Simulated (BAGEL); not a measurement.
**B4H4S (closo-2-SB4 (no H on S)) at HF/6-31G(d) (density fitting with qzvpp-jkfit, spherical functions)**

Aim: the vertical singlet–triplet gap of B4H4S (closo-2-SB4 (no H on S)) at HF/6-31G* (density fitting with qzvpp-jkfit, spherical functions), from 2 runs. 

Program for the calculation: BAGEL 1.2.2.

**1. The molecule**

B4H4S has 9 atoms, charge 0, and is taken as a singlet. Geometry: relaxed at GFN2-xTB.

Bond lengths: S1–B3 1.874 Å, B2–B3 1.571 Å, S1–B4 1.872 Å, B2–B4 1.753 Å, B3–B5 1.753 Å, B4–B5 1.572 Å, B2–H6 1.163 Å, B3–H7 1.164 Å, B4–H8 1.164 Å, B5–H9 1.163 Å. Some angles: S1–B3–B2 71.5°, S1–B3–B5 68.0°, B2–B3–B5 65.5°, B3–S1–B4 89.0°, B3–B2–B4 104.2°, S1–B4–B2 68.0°, S1–B4–B5 71.6°, B2–B4–B5 65.5°, B3–B5–B4 104.2°, S1–B3–H7 122.8°.

**2. A single-point energy at HF/6-31G(d) (density fitting with qzvpp-jkfit, spherical functions)**

The input, hf.json:

```json
{ "bagel": [

{
  "title": "molecule",
  "basis": "6-31gs.json",
  "df_basis": "qzvpp-jkfit",
  "angstrom": true,
  "geometry": [
    { "atom": "S", "xyz": [    0.170330,    0.890170,    1.087390 ] },
    { "atom": "B", "xyz": [    0.705950,   -0.687720,   -0.069610 ] },
    { "atom": "B", "xyz": [    0.848420,    0.763630,   -0.654850 ] },
    { "atom": "B", "xyz": [   -0.828940,   -0.662070,    0.777800 ] },
    { "atom": "B", "xyz": [   -0.801470,    0.182200,   -0.547960 ] },
    { "atom": "H", "xyz": [    1.353070,   -1.608690,    0.224670 ] },
    { "atom": "H", "xyz": [    1.378160,    1.650680,   -1.190670 ] },
    { "atom": "H", "xyz": [   -1.308740,   -1.284880,    1.636060 ] },
    { "atom": "H", "xyz": [   -1.516780,    0.756690,   -1.262820 ] }
  ]
},
{
  "title": "hf"
},
{
  "title": "print",
  "file": "orbitals.molden",
  "orbitals": true
}

]}
```

The basis set 6-31G* is read from a file made from the Basis Set Exchange's data (not shown).

On the command line:

```bash
$ BAGEL_NUM_THREADS=1 BAGEL hf.json > hf.out
```

The log of the run:

```text
* using 1 threads per process

  ===============================================================
  ===============================================================

  *** Geometry ***

  { "atom" : "S", "xyz" : [      0.321877,      1.682178,      2.054869 ] },
  { "atom" : "B", "xyz" : [      1.334052,     -1.299602,     -0.131544 ] },
  { "atom" : "B", "xyz" : [      1.603281,      1.443052,     -1.237487 ] },
  { "atom" : "B", "xyz" : [     -1.566470,     -1.251131,      1.469829 ] },
  { "atom" : "B", "xyz" : [     -1.514559,      0.344308,     -1.035494 ] },
  { "atom" : "H", "xyz" : [      2.556932,     -3.039984,      0.424565 ] },
  { "atom" : "H", "xyz" : [      2.604345,      3.119333,     -2.250040 ] },
  { "atom" : "H", "xyz" : [     -2.473160,     -2.428071,      3.091705 ] },
  { "atom" : "H", "xyz" : [     -2.866299,      1.429937,     -2.386384 ] },

  Number of auxiliary basis functions:      500

  Since a DF basis is specified, we compute 2- and 3-index integrals:
    o Being stored without compression. Storage requirement is 0.027 GB

  Number of basis functions:       82
  Number of electrons      :       40

    * METHOD: MOLECULE                             0.28

  *** RHF ***

  === Nuclear Repulsion ===
   164.7381944425

      * DIIS with orbital gradients will be used.

  === RHF iteration (6-31gs.json) ===
      0       -498.35072104          0.01590241           0.07
      1       -498.45145440          0.00854676           0.07
      2       -498.48088020          0.00201351           0.07
      3       -498.48352998          0.00034614           0.07
      4       -498.48361569          0.00013274           0.07
      5       -498.48363569          0.00004220           0.07
      6       -498.48363877          0.00001156           0.07
      7       -498.48363900          0.00000337           0.07
      8       -498.48363903          0.00000155           0.07
      9       -498.48363903          0.00000065           0.07
     10       -498.48363903          0.00000022           0.07
     11       -498.48363903          0.00000009           0.07
     12       -498.48363903          0.00000002           0.07
     13       -498.48363903          0.00000001           0.07
    * SCF iteration converged.

    * Permanent dipole moment:
           (   -0.020790,    -0.118199,    -0.146033) a.u.

    * METHOD: HF                                   1.18

    * METHOD: PRINT                                0.01

  ===============================================================
```

Wall time 1.6 s (1 thread of Arm Neoverse V2, shared host); peak memory 0.12 GiB.

**3. The triplet at the same level**

The input, calc.json:

```json
{ "bagel": [

{
  "title": "molecule",
  "basis": "6-31gs.json",
  "df_basis": "qzvpp-jkfit",
  "angstrom": "true",
  "geometry": [
    { "atom": "S", "xyz": [       0.170330,       0.890170,       1.087390 ] },
    { "atom": "B", "xyz": [       0.705950,      -0.687720,      -0.069610 ] },
    { "atom": "B", "xyz": [       0.848420,       0.763630,      -0.654850 ] },
    { "atom": "B", "xyz": [      -0.828940,      -0.662070,       0.777800 ] },
    { "atom": "B", "xyz": [      -0.801470,       0.182200,      -0.547960 ] },
    { "atom": "H", "xyz": [       1.353070,      -1.608690,       0.224670 ] },
    { "atom": "H", "xyz": [       1.378160,       1.650680,      -1.190670 ] },
    { "atom": "H", "xyz": [      -1.308740,      -1.284880,       1.636060 ] },
    { "atom": "H", "xyz": [      -1.516780,       0.756690,      -1.262820 ] }
  ]
},

{ "title": "uhf", "nopen": 2 },

{ "title": "print", "file": "orbitals.molden", "orbitals": "true" }

]}
```

The basis set 6-31G* is read from a file made from the Basis Set Exchange's data (not shown).

On the command line:

```bash
$ BAGEL_NUM_THREADS=1 BAGEL calc.json > calc.out
```

The log of the run:

```text
* using 1 threads per process

  ===============================================================
  ===============================================================

  *** Geometry ***

  { "atom" : "S", "xyz" : [      0.321877,      1.682178,      2.054869 ] },
  { "atom" : "B", "xyz" : [      1.334052,     -1.299602,     -0.131544 ] },
  { "atom" : "B", "xyz" : [      1.603281,      1.443052,     -1.237487 ] },
  { "atom" : "B", "xyz" : [     -1.566470,     -1.251131,      1.469829 ] },
  { "atom" : "B", "xyz" : [     -1.514559,      0.344308,     -1.035494 ] },
  { "atom" : "H", "xyz" : [      2.556932,     -3.039984,      0.424565 ] },
  { "atom" : "H", "xyz" : [      2.604345,      3.119333,     -2.250040 ] },
  { "atom" : "H", "xyz" : [     -2.473160,     -2.428071,      3.091705 ] },
  { "atom" : "H", "xyz" : [     -2.866299,      1.429937,     -2.386384 ] },

  Number of auxiliary basis functions:      500

  Since a DF basis is specified, we compute 2- and 3-index integrals:
    o Being stored without compression. Storage requirement is 0.027 GB

  Number of basis functions:       82
  Number of electrons      :       40

    * METHOD: MOLECULE                             0.27

  *** Open-shell HF ***

  === Nuclear Repulsion ===
   164.7381944425

      * DIIS with orbital gradients will be used.

  === UHF iteration (6-31gs.json) ===
      0       -498.29290535          0.02612753           0.15
      1       -498.39033249          0.01175153           0.15
      2       -498.40522024          0.00587252           0.15
      3       -498.40984773          0.00116966           0.15
      4       -498.41046724          0.00025941           0.15
      5       -498.41052713          0.00012276           0.15
      6       -498.41056390          0.00005084           0.15
      7       -498.41057026          0.00002794           0.15
      8       -498.41057190          0.00001045           0.15
      9       -498.41057202          0.00000529           0.15
     10       -498.41057205          0.00000267           0.15
     11       -498.41057206          0.00000119           0.15
     12       -498.41057206          0.00000059           0.15
     13       -498.41057206          0.00000025           0.15
     14       -498.41057206          0.00000013           0.15
     15       -498.41057206          0.00000006           0.15
     16       -498.41057206          0.00000003           0.15
     17       -498.41057206          0.00000002           0.15
     18       -498.41057206          0.00000001           0.15
    * SCF iteration converged.

    * S^2 (UHF) is 2.0322

    * Permanent dipole moment:
           (    0.028998,     0.157031,     0.194484) a.u.

    * METHOD: UHF                                  3.06

    * METHOD: PRINT                                0.01

  ===============================================================
```

It took 3.6 s on 1 thread of Arm Neoverse V2, shared host; peak memory 0.12 GiB.

**4. Outcome**

At HF/6-31G* (density fitting with qzvpp-jkfit, spherical functions):

| quantity | value |
| --- | --- |
| singlet: total energy | -498.48364 Eh |
| singlet: dipole moment | 0.48 D |
| singlet: HOMO energy | -9.25 eV |
| singlet: LUMO energy | 1.26 eV |
| singlet: HOMO–LUMO gap | 10.51 eV |
| triplet: total energy | -498.41057 Eh |
| triplet: dipole moment | 0.64 D |
| triplet: ⟨S²⟩ | 2.032 |
| vertical energy of the triplet above the singlet | 1.988 eV |

In words: At this shape the triplet lies 1.99 eV (46 kcal/mol) above the singlet.
